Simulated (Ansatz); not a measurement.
# CH6BFSSi: small, medium and large basis sets

One table from this session's results is given with a row withheld; the runs are named, their logs left out.

The runs use Ansatz 0.2.0, Gaussian basis; one geometry, several basis sets.

Levels to be run: PBE0-D4/def2-SVP; ωB97M-V/def2-SVP; PBE0-D4/def2-QZVPP; ωB97M-V/def2-QZVPP; the functionals' def2-TZVPP values are taken from earlier runs.

## Structure used throughout

All runs share one geometry, relaxed beforehand with PBE0-D4 in a triple-zeta def2 set.

11 atoms, charge 0, spin multiplicity 1.

Atoms are counted from 1 here; the program's logs count them from 0.

Bond lengths: B1–Si2 1.939 Å, B1–S4 2.034 Å, B1–H6 1.197 Å, B1–H7 1.196 Å, Si2–F3 1.597 Å, Si2–S4 2.236 Å, Si2–H8 1.483 Å, S4–C5 1.809 Å, C5–H9 1.089 Å, C5–H10 1.089 Å, C5–H11 1.089 Å. Angles: Si2–B1–S4 68.4°, Si2–B1–H6 115.1°, Si2–B1–H7 120.5°, S4–B1–H6 107.1°, S4–B1–H7 110.4°, H6–B1–H7 120.8°, B1–Si2–F3 123.5°, B1–Si2–S4 57.8°, B1–Si2–H8 130.1°, F3–Si2–S4 111.1°, F3–Si2–H8 106.4°, S4–Si2–H8 105.7°, B1–S4–Si2 53.8°, B1–S4–C5 102.6°, Si2–S4–C5 100.1°, S4–C5–H9 107.8°, S4–C5–H10 109.0°, S4–C5–H11 110.8° and more.

Coordinates:

```xyz
11

B    -0.58147    1.42456   -0.11689
Si   -0.81354   -0.06188   -1.33950
F    -0.60435    0.05332   -2.91805
S     1.10320    0.29162   -0.24408
C     0.90240   -0.86883    1.12908
H    -0.33826    2.47600   -0.63476
H    -1.03345    1.37730    0.98945
H    -1.17578   -1.47393   -1.06740
H     1.25461   -0.37637    2.03479
H     1.49691   -1.75940    0.92990
H    -0.14498   -1.13939    1.25808
```

The first run:

The input, in.yaml:

```yaml
crystal:
  periodic: [false, false, false]
  atoms:
    - {symbol: B, position_ang: [-0.581468, 1.424564, -0.116893]}
    - {symbol: Si, position_ang: [-0.813535, -0.061883, -1.339504]}
    - {symbol: F, position_ang: [-0.604345, 0.053325, -2.918046]}
    - {symbol: S, position_ang: [1.103196, 0.291623, -0.244080]}
    - {symbol: C, position_ang: [0.902398, -0.868833, 1.129075]}
    - {symbol: H, position_ang: [-0.338262, 2.476000, -0.634760]}
    - {symbol: H, position_ang: [-1.033451, 1.377296, 0.989447]}
    - {symbol: H, position_ang: [-1.175781, -1.473934, -1.067402]}
    - {symbol: H, position_ang: [1.254613, -0.376369, 2.034789]}
    - {symbol: H, position_ang: [1.496915, -1.759400, 0.929896]}
    - {symbol: H, position_ang: [-0.144978, -1.139390, 1.258079]}
basis:
  gaussian: {orbitals: def2-SVP}
hamiltonian: {xc: pbe0, dispersion: d4}
output: {orbitals: {seedname: orbitals}}
```

Steps of the session up to this table: PBE0-D4 in def2-SVP; ωB97M-V in def2-SVP; PBE0-D4 in def2-QZVPP; ωB97M-V in def2-QZVPP.

One of the session's tables, all rows but one given; the rest of the session is left out.

It belongs to the step «Density functionals: the series». 

| functional | basis | HOMO (eV) |
| --- | --- | --- |
| PBE0-D4 | def2-SVP | -7.17 |
| PBE0-D4 | def2-TZVPP | -7.16 |
| PBE0-D4 | def2-QZVPP | ? |
| ωB97M-V | def2-SVP | -9.20 |
| ωB97M-V | def2-TZVPP | -9.23 |
| ωB97M-V | def2-QZVPP | -9.24 |

Q: Estimate the row for PBE0-D4, def2-QZVPP from the others.

The run gave: HOMO (eV): -7.18. In the column «HOMO (eV)» it lies between ωB97M-V, def2-SVP (-9.20) and PBE0-D4, def2-SVP (-7.17).
